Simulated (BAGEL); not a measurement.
# B2NH2OF (SMILES OB1NB1F) at B3LYP/def2-SVP (density fitting with qzvpp-jkfit)

Aim: the energy change on altering one bond length of B2NH2OF at B3LYP/def2-SVP (density fitting with qzvpp-jkfit), from 2 runs. 

Program for the calculation: BAGEL 1.2.2.

1 further run of the same task is left out (set aside as unsound or not needed). Runs told in other sessions of the task aren't counted.

### Step 1. The system as given

B2NH2OF has 7 atoms, charge 0, and is taken as a singlet. SMILES: `OB1NB1F`. The shape is that of a PBE0-D4/def2-TZVP optimisation. This is one conformer, not always the lowest.

Bond lengths: O1–B2 1.347 Å, B2–N3 1.423 Å, B2–B4 1.598 Å, N3–B4 1.403 Å, B4–F5 1.317 Å, O1–H6 0.959 Å, N3–H7 1.012 Å. Angles: O1–B2–N3 134.0°, O1–B2–B4 171.0°, N3–B2–B4 55.0°, B2–N3–B4 68.8°, B2–B4–N3 56.2°, B2–B4–F5 168.4°, N3–B4–F5 135.4°, B2–O1–H6 112.9°, B2–N3–H7 144.6°, B4–N3–H7 146.6°.

### Step 2. A single-point energy at B3LYP/def2-SVP (density fitting with qzvpp-jkfit)

The input, job.json:

```json
{ "bagel": [

{
  "title": "molecule",
  "basis": "svp",
  "df_basis": "qzvpp-jkfit",
  "angstrom": "true",
  "geometry": [
    { "atom": "O", "xyz": [      -1.276700,       0.176400,       1.308100 ] },
    { "atom": "B", "xyz": [      -0.379000,       0.150200,       0.304200 ] },
    { "atom": "N", "xyz": [       0.632200,      -0.768200,      -0.094800 ] },
    { "atom": "B", "xyz": [       0.587000,       0.339700,      -0.954100 ] },
    { "atom": "F", "xyz": [       1.250000,       0.724100,      -2.025300 ] },
    { "atom": "H", "xyz": [      -1.829400,       0.960200,       1.293400 ] },
    { "atom": "H", "xyz": [       1.077200,      -1.650400,       0.122900 ] }
  ]
},

{
  "title": "ks",
  "xc_func": "b3lyp"
},

{
  "title": "print",
  "file": "orbitals.molden",
  "orbitals": "true"
}

]}
```

Run with:

```sh
BAGEL_NUM_THREADS=1 BAGEL job.json > job.out
```

Output:

```text
* using 1 threads per process

  ===============================================================
  ===============================================================

  *** Geometry ***

  { "atom" : "O", "xyz" : [     -2.412613,      0.333348,      2.471951 ] },
  { "atom" : "B", "xyz" : [     -0.716206,      0.283837,      0.574855 ] },
  { "atom" : "N", "xyz" : [      1.194685,     -1.451688,     -0.179146 ] },
  { "atom" : "B", "xyz" : [      1.109269,      0.641940,     -1.802988 ] },
  { "atom" : "F", "xyz" : [      2.362158,      1.368351,     -3.827262 ] },
  { "atom" : "H", "xyz" : [     -3.457065,      1.814515,      2.444172 ] },
  { "atom" : "H", "xyz" : [      2.035613,     -3.118804,      0.232247 ] },

  Number of auxiliary basis functions:      417

  Since a DF basis is specified, we compute 2- and 3-index integrals:
    o Being stored without compression. Storage requirement is 0.021 GB

  Number of basis functions:       80
  Number of electrons      :       36

    * METHOD: MOLECULE                             0.14

  *** Kohn-Sham DFT ***

    * Removing 12772 points whose weight is below 1.00e-10
    * Grid points: 91570

  === Nuclear Repulsion ===
   135.2277846472

       - DIIS with orbital gradients will be used.

  === KS iteration (b3lyp / svp) ===
      0       -258.18068204          0.13442698           0.22
      1       -253.73539035          0.17288528           0.22
      2       -265.25048751          0.13315641           0.22
      3       -280.11138771          0.03589807           0.22
      4       -280.43217653          0.02343333           0.22
      5       -280.60480835          0.00917124           0.22
      6       -280.63482348          0.00207649           0.22
      7       -280.63624449          0.00058425           0.22
      8       -280.63626079          0.00055576           0.22
      9       -280.63636825          0.00005548           0.22
     10       -280.63636935          0.00001416           0.22
     11       -280.63636943          0.00000245           0.22
     12       -280.63636943          0.00000185           0.21
     13       -280.63636943          0.00000056           0.21
     14       -280.63636943          0.00000018           0.21
     15       -280.63636943          0.00000009           0.21
     16       -280.63636943          0.00000002           0.22
     17       -280.63636943          0.00000001           0.22
    * SCF iteration converged.

    * Permanent dipole moment:
           (    0.216712,     0.171718,    -0.387243) a.u.

    * METHOD: KS                                   4.27

    * METHOD: PRINT                                0.01

  ===============================================================
```

It took 4.8 s on 1 thread of Arm Neoverse V2, shared host; peak memory 0.35 GiB.

### Step 3. The distorted shape

The input, input.json:

```json
{ "bagel" : [

{
  "title" : "molecule",
  "basis" : "svp",
  "df_basis" : "qzvpp-jkfit",
  "angstrom" : "true",
  "geometry" : [
    { "atom" : "O", "xyz" : [   -0.613464,   -0.764154,    1.325740 ] },
    { "atom" : "B", "xyz" : [    0.284236,   -0.790354,    0.321840 ] },
    { "atom" : "N", "xyz" : [    1.295436,   -1.708754,   -0.077160 ] },
    { "atom" : "B", "xyz" : [    1.250236,   -0.600854,   -0.936460 ] },
    { "atom" : "F", "xyz" : [    1.913236,   -0.216454,   -2.007660 ] },
    { "atom" : "H", "xyz" : [   -1.829400,    0.960200,    1.293400 ] },
    { "atom" : "H", "xyz" : [    1.740436,   -2.590954,    0.140540 ] }
  ]
},
{ "title" : "ks", "xc_func" : "b3lyp" },
{ "title" : "print", "file" : "orbitals.molden", "orbitals" : "true" }

]}
```

Run with:

```sh
BAGEL_NUM_THREADS=1 BAGEL input.json > input.out
```

Output:

```text
* using 1 threads per process

  ===============================================================
  ===============================================================

  *** Geometry ***

  { "atom" : "O", "xyz" : [     -1.159279,     -1.444042,      2.505286 ] },
  { "atom" : "B", "xyz" : [      0.537128,     -1.493553,      0.608189 ] },
  { "atom" : "N", "xyz" : [      2.448019,     -3.229077,     -0.145811 ] },
  { "atom" : "B", "xyz" : [      2.362604,     -1.135450,     -1.769653 ] },
  { "atom" : "F", "xyz" : [      3.615492,     -0.409039,     -3.793928 ] },
  { "atom" : "H", "xyz" : [     -3.457065,      1.814515,      2.444172 ] },
  { "atom" : "H", "xyz" : [      3.288947,     -4.896193,      0.265582 ] },

  Number of auxiliary basis functions:      417

  Since a DF basis is specified, we compute 2- and 3-index integrals:
    o Being stored without compression. Storage requirement is 0.021 GB

  Number of basis functions:       80
  Number of electrons      :       36

    * METHOD: MOLECULE                             0.13

  *** Kohn-Sham DFT ***

    * Removing 11848 points whose weight is below 1.00e-10
    * Grid points: 92494

  === Nuclear Repulsion ===
   131.8044428779

       - DIIS with orbital gradients will be used.

  === KS iteration (b3lyp / svp) ===
      0       -258.07277631          0.12937126           0.23
      1       -252.19509629          0.16656697           0.21
      2       -264.72019112          0.12728025           0.22
      3       -279.58248656          0.04043136           0.22
      4       -279.83923670          0.03009927           0.22
      5       -280.25524935          0.01559967           0.22
      6       -280.38269163          0.01341854           0.22
      7       -280.43047900          0.00587541           0.22
      8       -280.44560492          0.00436229           0.22
      9       -280.44750168          0.00340153           0.22
     10       -280.45374973          0.00134665           0.22
     11       -280.45464499          0.00008305           0.22
     12       -280.45464484          0.00007972           0.22
     13       -280.45464784          0.00001283           0.22
     14       -280.45464790          0.00000634           0.22
     15       -280.45464792          0.00000140           0.22
     16       -280.45464792          0.00000124           0.22
     17       -280.45464792          0.00000053           0.22
     18       -280.45464792          0.00000033           0.23
     19       -280.45464792          0.00000013           0.23
     20       -280.45464792          0.00000005           0.22
     21       -280.45464792          0.00000001           0.22
     22       -280.45464792          0.00000001           0.22
     23       -280.45464792          0.00000001           0.21
    * SCF iteration converged.

    * Permanent dipole moment:
           (   -0.237025,     0.249003,     0.067206) a.u.

    * METHOD: KS                                   5.66

    * METHOD: PRINT                                0.01

  ===============================================================
```

Run time: 6 s. Hardware: 1 thread of Arm Neoverse V2, shared host; peak memory 0.35 GiB.

### Step 4. Results

Level: B3LYP/def2-SVP (density fitting with qzvpp-jkfit).

```
                                                         quantity          value
                                        first shape: total energy  -280.63637 Eh
                                       first shape: dipole moment         1.21 D
                                         first shape: HOMO energy       -6.89 eV
                                         first shape: LUMO energy        0.33 eV
                                       first shape: HOMO–LUMO gap        7.22 eV
                                    distorted shape: total energy  -280.45465 Eh
                                   distorted shape: dipole moment         0.89 D
                                     distorted shape: HOMO energy       -7.07 eV
                                     distorted shape: LUMO energy       -4.97 eV
                                   distorted shape: HOMO–LUMO gap        2.09 eV
energy change with the O1–H6 bond stretched from 0.959 to 2.110 Å       4.945 eV
```

In words: With the O1–H6 bond stretched from 0.959 to 2.110 Å the energy rises by 4.94 eV (477 kJ/mol). The first shape isn't relaxed at this level, so the change isn't measured from a minimum. A restricted reference can't describe the breaking bond well at this length.
